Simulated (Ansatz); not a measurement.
# MnSe, space group Fm-3m: a scan of the Hubbard U

Computed with Ansatz 0.2.0 through its Python package.

`mnse.extxyz`
```text
2
Lattice="0.0 2.72 2.72 2.72 0.0 2.72 2.72 2.72 0.0" Properties=species:S:1:pos:R:3:initial_magmoms:R:1 pbc="T T T"
Mn    0.00000000    0.00000000    0.00000000  4.00
Se    2.72000000    2.72000000    2.72000000  0.00
```

Run as a notebook:

In [1]:
```python
import ansatz as az
import numpy as np
import pandas as pd
```

In [2]:
```python
def count_gap(report):
    # lowest empty less highest filled band, counting bands; zero where they overlap
    return max(report.get("gap_by_band_count_ev") or 0.0, 0.0)
```

In [3]:
```python
structure = az.Crystal.from_extxyz("mnse.extxyz")

[site.symbol for site in structure.resolved().sites]
```
Out [3]:
```text
['Mn', 'Se']
```

In [4]:
```python
model = (
    structure.calculation()
    .functional("lda")
    .kpoints(11)
    .occupations("fermi_dirac", width=0.1)
    .spin("collinear")
    .band_table()
)
rows = []
for u in [0.0, 2.0, 4.0, 6.0]:
    rep = model.hubbard("Mn", "d", u_eff=u).run(threads=1).report
    shell = rep["hubbard"]["n_scf"]
    rows.append((u, count_gap(rep), sum(shell) / len(shell), max(abs(m) for m in rep["site_moments_mub"]), rep["n_iterations"]))
print(pd.DataFrame(rows, columns=["U_eff eV", "gap by band count eV", "Mn d occupation (projector)", "largest moment muB", "iterations"]).round(4).to_string(index=False))
print("eigenvalues of the first occupation matrix at the last U, by spin:")
for channel in rep["hubbard"]["n_eig"][0]:
    print("  ", " ".join(f"{n:.3f}" for n in channel))
```
```text
DeckWarning: basis.ecutwfc = 420 eV, auto-derived from the records' recommended cutoffs: set by Mn (normal level)
 U_eff eV  gap by band count eV  Mn d occupation (projector)  largest moment muB  iterations
      0.0                0.0000                       5.5057              4.1252          11
      2.0                0.0000                       5.3531              4.4326          12
      4.0                0.2366                       5.2733              4.5300          11
      6.0                0.3099                       5.2186              4.5862          11
eigenvalues of the first occupation matrix at the last U, by spin:
   0.994 0.994 0.999 0.999 0.999
   0.019 0.019 0.019 0.089 0.089
```

From U = 0 to 6 eV the largest site moment goes from 4.13 to 4.59 μB.

Reading the output:
- Other magnetic orders than the one started from may lie lower.
- A gap by band count of zero or less means overlapping bands, a metal.
- With one magnetic atom the cell can hold only ferromagnetic order.
- Of the deposited cell: the entry's cell lengths or inner coordinates differ somewhat from later room-temperature determinations.
- The structure is a deposited one; some such entries were measured under pressure or heat, so a shift against it needn't be the functional's error alone.
- Gaps and levels are Kohn-Sham values on a finite set of k-points, without spin-orbit coupling.
- Warnings are shown shortened and without file and line.
- Shell occupations and the effect of U depend on the projectors; a run with no .spin step is spin-unpolarised, and each U may end in a state that isn't the lowest.
- Timing: 28 s on 1 thread of Arm Neoverse V2, with other jobs on the host, peak memory 0.52 GiB.
